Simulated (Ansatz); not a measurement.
# CdH₂OS: basis-set convergence

Aim: see how fast density functionals converge with the basis set for CdH₂OS.

Program: Ansatz 0.2.0, Gaussian basis. Level of theory: one geometry, several basis sets. These are calculated values, not measurements.

Levels to be run: PBE0-D4/def2-SVP; ωB97M-V/def2-SVP; PBE0-D4/def2-QZVPP; ωB97M-V/def2-QZVPP; the functionals' def2-TZVPP values are taken from earlier runs.

## (1) The geometry

The geometry comes from an earlier relaxation with PBE0-D4 in a triple-zeta def2 set; it is a stationary point. Cd takes the def2 core potential; no spin-orbit term is included.

5 atoms, charge 0, spin multiplicity 1.

Atoms are counted from 1 here; the program's logs count them from 0.

Bond lengths: O1–Cd2 1.968 Å, O1–H4 0.960 Å, Cd2–S3 2.318 Å, S3–H5 1.344 Å. Angles: Cd2–O1–H4 113.1°, O1–Cd2–S3 176.4°, Cd2–S3–H5 93.5°.

## (2) PBE0-D4 in def2-SVP

Input file in.yaml:

```yaml
crystal:
  periodic: [false, false, false]
  atoms:
    - {symbol: O, position_ang: [-0.572860, -1.675390, 1.072479]}
    - {symbol: Cd, position_ang: [-0.225291, 0.044655, 0.181913]}
    - {symbol: S, position_ang: [0.190926, 2.131802, -0.737219]}
    - {symbol: H, position_ang: [-0.875575, -2.357511, 0.468933]}
    - {symbol: H, position_ang: [1.482800, 1.856443, -0.986106]}
basis:
  gaussian: {orbitals: def2-SVP}
hamiltonian: {xc: pbe0, dispersion: d4}
output: {orbitals: {seedname: orbitals}}
```

Run with:

```bash
ansatz run in.yaml --threads 4 --pin off --events-out ev --progress --plain --max-ram 10444MiB
```

The runs that follow: ωB97M-V in def2-SVP; PBE0-D4 in def2-QZVPP; ωB97M-V in def2-QZVPP.

Q: Predict the results of all the runs planned. Wanted: PBE0-D4: double and triple zeta above quadruple; ωB97M-V: double and triple zeta above quadruple.

**Answer**, as computed:

| quantity | value |
| --- | --- |
| PBE0-D4: double and triple zeta above quadruple | 8.23, 0.60 eV |
| ωB97M-V: double and triple zeta above quadruple | 8.32, 0.58 eV |

For PBE0-D4 the step from double to triple zeta gains 7.63 eV and the next only 0.60 eV. Total energies overstate the basis error of differences, where much of it tends to cancel.
